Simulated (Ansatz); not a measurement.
# C₂H₅FO₂Si: how energies converge with the basis set

The task here is to estimate one member of a computed series from the others.

Program: Ansatz 0.2.0, Gaussian basis. Level of theory: one geometry, several basis sets. These are calculated values, not measurements.

Levels to be run: PBE0-D4/def2-SVP; ωB97M-V/def2-SVP; PBE0-D4/def2-QZVPP; ωB97M-V/def2-QZVPP; the functionals' def2-TZVPP values are taken from earlier runs.

**Structure used throughout**

The geometry comes from an earlier relaxation with PBE0-D4 in a triple-zeta def2 set; it is a stationary point, not always the lowest conformer.

SMILES `C=C(F)[SiH](O)O`, 11 atoms, charge 0, spin multiplicity 1.

Atoms are counted from 1 here; the program's logs count them from 0.

Bond lengths: C1–C2 1.322 Å, C1–H7 1.084 Å, C1–H8 1.082 Å, C2–F3 1.363 Å, C2–Si4 1.880 Å, Si4–O5 1.632 Å, Si4–O6 1.638 Å, Si4–H9 1.476 Å, O5–H10 0.959 Å, O6–H11 0.959 Å. Angles: C2–C1–H7 122.1°, C2–C1–H8 119.1°, H7–C1–H8 118.8°, C1–C2–F3 118.9°, C1–C2–Si4 127.5°, F3–C2–Si4 113.5°, C2–Si4–O5 110.4°, C2–Si4–O6 106.8°, C2–Si4–H9 111.7°, O5–Si4–O6 111.2°, O5–Si4–H9 105.1°, O6–Si4–H9 111.7°, Si4–O5–H10 117.5°, Si4–O6–H11 117.0°.

The first run:

in.yaml

```yaml
crystal:
  periodic: [false, false, false]
  atoms:
    - {symbol: C, position_ang: [1.257308, -1.379538, 0.234884]}
    - {symbol: C, position_ang: [0.496640, -0.398397, 0.690099]}
    - {symbol: F, position_ang: [0.238920, -0.329867, 2.026721]}
    - {symbol: Si, position_ang: [-0.328629, 0.966520, -0.304915]}
    - {symbol: O, position_ang: [-0.429276, 0.541143, -1.877231]}
    - {symbol: O, position_ang: [-1.815638, 1.194155, 0.344063]}
    - {symbol: H, position_ang: [1.686340, -2.128307, 0.891587]}
    - {symbol: H, position_ang: [1.465414, -1.434392, -0.825921]}
    - {symbol: H, position_ang: [0.469003, 2.208881, -0.293191]}
    - {symbol: H, position_ang: [-1.021799, -0.177589, -2.105146]}
    - {symbol: H, position_ang: [-1.952983, 0.880392, 1.239750]}
basis:
  gaussian: {orbitals: def2-SVP}
hamiltonian: {xc: pbe0, dispersion: d4}
output: {orbitals: {seedname: orbitals}}
```

Steps of the session up to this table: PBE0-D4 in def2-SVP; ωB97M-V in def2-SVP; PBE0-D4 in def2-QZVPP; ωB97M-V in def2-QZVPP.

One table of the session follows, with a row left open; its other results are not shown here.

It belongs to the step «Functionals by basis». 

| functional | basis | HOMO (eV) | LUMO (eV) |
| --- | --- | --- | --- |
| PBE0-D4 | def2-SVP | -7.82 | -0.29 |
| PBE0-D4 | def2-TZVPP | -7.93 | -0.55 |
| PBE0-D4 | def2-QZVPP | -7.97 | -0.63 |
| ωB97M-V | def2-SVP | -10.07 | 1.90 |
| ωB97M-V | def2-TZVPP | -10.20 | 1.51 |
| ωB97M-V | def2-QZVPP | ? | ? |

**Question.** Estimate the row for ωB97M-V, def2-QZVPP.

The run gave: HOMO (eV): -10.24; LUMO (eV): 1.31. In the column «HOMO (eV)» it is the lowest.
